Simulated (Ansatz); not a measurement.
# ZnCu2 (Cu (100), 3 layers): how the settings move a single-point run

Question: which choices in the input matter for ZnCu2 (Cu (100), 3 layers)?

Program: Ansatz 0.2.0. Level of theory: reference: DFT, LDA, PAW with Ansatz's default frozen-core files, scalar-relativistic. These are calculated values, not measurements.

### 1 The starting structure

It takes space group P4mm (No. 99, tetragonal). The conventional cell has a = 2.487 Å, b = 2.487 Å, c = 19.518 Å, α = 90.00°, β = 90.00°, γ = 90.00°. Around Zn (site symmetry 4mm) lie 4 Cu at 2.45 Å and 4 Zn at 2.49 Å. Cu (site symmetry 4mm) is surrounded by 4 Zn at 2.45 Å and 8 Cu at 2.45 to 2.49 Å. Around Cu (site symmetry 4mm) lie 8 Cu at 2.45 to 2.49 Å.

As a file:

```cif
data_structure
_symmetry_space_group_name_H-M 'P 1'
_symmetry_Int_Tables_number 1
_cell_length_a 2.4875
_cell_length_b 2.4875
_cell_length_c 19.5178
_cell_angle_alpha 90.000
_cell_angle_beta 90.000
_cell_angle_gamma 90.000
_cell_volume 120.77
loop_
_atom_site_label
_atom_site_type_symbol
_atom_site_fract_x
_atom_site_fract_y
_atom_site_fract_z
_atom_site_occupancy
Zn1 Zn 0.00000 0.00000 0.41227 1
Cu1 Cu 0.50000 0.50000 0.50000 1
Cu2 Cu 0.00000 0.00000 0.58773 1
```

### 2 Reference

input.yaml reads:

```yaml
crystal:
  lattice:
    - [2.4874897871, 0.0, 0.0]
    - [0.0, 2.4874897871, 0.0]
    - [0.0, 0.0, 19.5178]
  atoms:
    - { symbol: Zn, position: [0.0, 0.0, 0.4122684683] }
    - { symbol: Cu, position: [0.5, 0.5, 0.4999998093] }
    - { symbol: Cu, position: [0.0, 0.0, 0.5877317224] }
kpoints:
  mp_grid: { grid: [15, 15, 1] }
scf:
  occupations: { method: fermi_dirac, width: 0.08 }
hamiltonian:
  xc: lda
  pseudopotentials: { kind: paw }
output:
  forces: true
  stress: true
  eigenvalues: true
efield:
  axis: 3
  amplitude: 0
  dipole_correction: true
```

The run is started by

```console
$ ansatz run input.yaml --threads 1 --pin off --max-ram 3584MiB --backend cpu --events-out ev --progress --plain --runs-dir out
```

### 3 Changed: dr2_threshold 1.0e-06, ecutrho_ratio 4

input.yaml, as its differences from that of step 2:

```diff
@@ -13,2 +13,3 @@
   occupations: { method: fermi_dirac, width: 0.08 }
+  convergence: { dr2_threshold: 1.0e-06 }
 hamiltonian:
@@ -20,2 +21,6 @@
   eigenvalues: true
+  write_density: true
+  write_potential: true
+  elf: true
+  volumetric_format: npy
 efield:
@@ -24 +29,3 @@
   dipole_correction: true
+basis:
+  ecutrho_ratio: 4
```

Before running it: what results should come out? Wanted: for each run, ending; energy change; gap; force.

The runs gave:

```tsv
run	ending	energy change	gap (eV)	force (eV/Å)	cycles	time
reference	converged	0	0.00	0.59	9	9.6 s
1: dr2_threshold 1.0e-06, ecutrho_ratio 4	converged	0.0 meV/atom	0.00	0.59	8	13 s
```

Times don't compare one to one where runs were asked for different outputs or read a saved state (see the inputs); cycles may leave out searches for a lower state.

Residual by cycle in the longest SCF loop of each run; runs are numbered as in the table. The quantity is the density residual dr2, in eV.

```tsv
cycle	reference	run 1
1	0.357	0.357
2	0.388	0.388
3	0.0976	0.0976
4	0.00547	0.00547
5	6.6e-4	6.6e-4
6	2.0e-5	2.0e-5
7	1.2e-5	1.2e-5
8	4.5e-7	4.4e-7
9	5.7e-8	-
```

What this shows: With the changed convergence setting the energy agrees within 0.5 meV/atom.
